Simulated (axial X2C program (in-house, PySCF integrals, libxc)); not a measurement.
**CsTi: properties at the nuclei**

Aim: properties at the nuclei of CsTi, with spin–orbit coupling in the Hamiltonian from the start.

Program: an in-house X2C program for linear molecules on PySCF integrals. Level of theory: two-component X2C with atomic mean-field terms, Cs dyall-cv3z, Ti dyall-cv3z. These are calculated values, not measurements.

### 1 Input

Contents of task.json:

```json
{
 "zs": [
  55,
  22
 ],
 "q": 0,
 "bas": [
  "dyall-cv3z",
  "dyall-cv3z"
 ],
 "r0": 3.68,
 "levels": [
  "PBE0",
  "HF",
  "BP86",
  "TPSSh",
  "r2SCAN"
 ],
 "nst": 3
}
```

Keys: zs atomic numbers; q charge; bas basis sets; r0 starting distance in Å; levels methods (HF also brings MP2); nst determinants followed.

Command:

```console
> python soeom.py task.json out
```

Nuclei are Gaussian, cores are contracted, and the Gaunt term is on.

### 2 Expectation values, lowest determinant

R = 3.514 Å. State: Ω = 1/2 (excess of +ω over −ω: ω = 1/2).

Output of the PBE0 run:

```text
two-component X2C + atomic mean field  PBE0
basis functions 258  fitting functions 1366  grid points 5809
iter        total energy     max residual
   1      -8635.977871540     4.46e-05
   2      -8635.977871615     3.14e-05
   3      -8635.977871637     2.62e-05
   4      -8635.977871670     1.72e-05
   5      -8635.977871683     3.34e-06
   6      -8635.977871684     1.59e-06
converged
one-electron -12170.30034605  Coulomb 3593.50839144  exact exchange -58.17878326  xc functional -178.09434410  nuclear repulsion 182.21526045  atomic mean-field constant -5.12805016
```

The highest occupied spinor is 99% Ti d.

```
 level  Eeff magnitude (GV/cm)  Ws magnitude Cs (kHz)  A∥/gI Cs (MHz)  qzz Cs (a.u.)  A∥/gI Ti (MHz)  qzz Ti (a.u.)  μ (D)
  PBE0                   0.156                 0.0888             638          -0.06             468           0.11  -6.60
    HF                   0.752                  0.983            1890           0.12            -251           0.07  -1.44
  BP86                   0.105                 0.0216             593          -0.07             440           0.11  -6.70
 TPSSh                    0.13                 0.0528             504          -0.05             556           0.11  -6.91
r2SCAN                   0.811                   1.32             135          -0.12             341           0.14  -8.05
```

Eeff is the effective electric field on the electron dipole moment in this Ω state and Ws the scalar–pseudoscalar constant (defined with the proton number Z and per Ω); A∥ is the parallel hyperfine constant, which follows by multiplying with the nuclear g factor gI = μI/(I μN); qzz is the electric field gradient, eQq0 = 234.96 MHz × Q/barn × qzz; μ is positive if Ti is the positive end. The operators were transformed with the bare-nucleus X2C matrices.

### 3 Expectation values, a higher determinant

R = 3.514 Å. State: Ω = 7/2 (excess of +ω over −ω: ω = -1/2, ω = 3/2, ω = 5/2), 0.02 eV above the lowest in the PBE0 search for states (made at or near this distance, with looser thresholds).

Output of the PBE0 run:

```text
two-component X2C + atomic mean field  PBE0
basis functions 258  fitting functions 1366  grid points 5809
iter        total energy     max residual
   1      -8635.977034332     4.35e-05
   2      -8635.977034397     3.10e-05
   3      -8635.977034418     2.64e-05
   4      -8635.977034446     1.76e-05
   5      -8635.977034470     3.38e-06
   6      -8635.977034471     1.90e-06
converged
one-electron -12170.28887531  Coulomb 3593.49731675  exact exchange -58.17872520  xc functional -178.09396100  nuclear repulsion 182.21526045  atomic mean-field constant -5.12805016
```

The highest occupied spinor is 99% Ti d.

```
 level  Eeff magnitude (GV/cm)  Ws magnitude Cs (kHz)  A∥/gI Cs (MHz)  qzz Cs (a.u.)  A∥/gI Ti (MHz)  qzz Ti (a.u.)  μ (D)
  PBE0                   0.155                 0.0127             -92          -0.06             107           0.11  -6.60
    HF                   0.644                  0.122            -271           0.12             193           0.07  -1.43
  BP86                    0.11                0.00411           -84.3          -0.07             112           0.10  -6.70
 TPSSh                   0.137                 0.0091           -72.2          -0.05            93.2           0.10  -6.91
r2SCAN                   0.794                  0.185           -19.5          -0.12             124           0.14  -8.04
```

### 4 Expectation values, a higher determinant

R = 3.514 Å. State: Ω = 3/2 (excess of +ω over −ω: ω = 3/2), 0.14 eV above the lowest in the PBE0 search for states (made at or near this distance, with looser thresholds).

Output of the PBE0 run:

```text
two-component X2C + atomic mean field  PBE0
basis functions 258  fitting functions 1366  grid points 5809
iter        total energy     max residual
   1      -8635.972873224     5.25e-05
   2      -8635.972873352     3.65e-05
   3      -8635.972873396     3.52e-05
   4      -8635.972873466     2.03e-05
   5      -8635.972873531     9.55e-06
   6      -8635.972873535     7.91e-06
   7      -8635.972873540     5.85e-06
   8      -8635.972873544     1.74e-06
   9      -8635.972873544     9.81e-07
converged
one-electron -12170.22544743  Coulomb 3593.42383049  exact exchange -58.17641884  xc functional -178.08204805  nuclear repulsion 182.21526045  atomic mean-field constant -5.12805016
```

The highest occupied spinor is 83% Ti d, 9% Cs d, 5% Ti p.

```
 level  Eeff magnitude (GV/cm)  Ws magnitude Cs (kHz)  A∥/gI Cs (MHz)  qzz Cs (a.u.)  A∥/gI Ti (MHz)  qzz Ti (a.u.)  μ (D)
  PBE0                   0.565                  0.294             131          -0.21             241          -0.26  -6.77
    HF                    1.27                  0.555             579          -0.10           -2.44          -0.29  -1.80
  BP86                   0.494                  0.247            30.6          -0.23             230          -0.25  -6.22
 TPSSh                   0.502                  0.271             101          -0.18             274          -0.22  -7.02
r2SCAN                    1.56                  0.797           -55.7          -0.26             234          -0.23  -8.33
```

### 5 Summary of results

| quantity | value |
| --- | --- |
| lowest determinant | Ω = 1/2 (excess of +ω over −ω: ω = 1/2) |
| Eeff magnitude (GV/cm), PBE0 | 0.156 |
| Ws magnitude Cs (kHz), PBE0 | 0.0888 |
| A∥/gI Cs (MHz), PBE0 | 638 |
| qzz Cs (a.u.), PBE0 | -0.06 |
| higher determinant | Ω = 7/2 (excess of +ω over −ω: ω = -1/2, ω = 3/2, ω = 5/2) |
| Eeff magnitude (GV/cm), PBE0, higher determinant | 0.155 |
| Ws magnitude Cs (kHz), PBE0, higher determinant | 0.0127 |
| A∥/gI Cs (MHz), PBE0, higher determinant | -92 |
| qzz Cs (a.u.), PBE0, higher determinant | -0.06 |
| higher determinant | Ω = 3/2 (excess of +ω over −ω: ω = 3/2) |
| Eeff magnitude (GV/cm), PBE0, higher determinant | 0.565 |
| Ws magnitude Cs (kHz), PBE0, higher determinant | 0.294 |
| A∥/gI Cs (MHz), PBE0, higher determinant | 131 |
| qzz Cs (a.u.), PBE0, higher determinant | -0.21 |

In words: In the first state, the effective field runs from 0.105 to 0.811 GV/cm over the mean-field levels, so the levels don't agree on it. The expectation values come from single determinants, which for open shells can mix terms of unlike spin or miss the lowest Ω, so a determinant need not be a state. Eeff is the effective electric field on the electron dipole moment in this Ω state and Ws the scalar–pseudoscalar constant (defined with the proton number Z and per Ω); A∥ is the parallel hyperfine constant, which follows by multiplying with the nuclear g factor gI = μI/(I μN); qzz is the electric field gradient, eQq0 = 234.96 MHz × Q/barn × qzz; μ is positive if Ti is the positive end. The operators were transformed with the bare-nucleus X2C matrices. A second determinant lies within 0.1 eV of the first, so their order is not settled at this level.
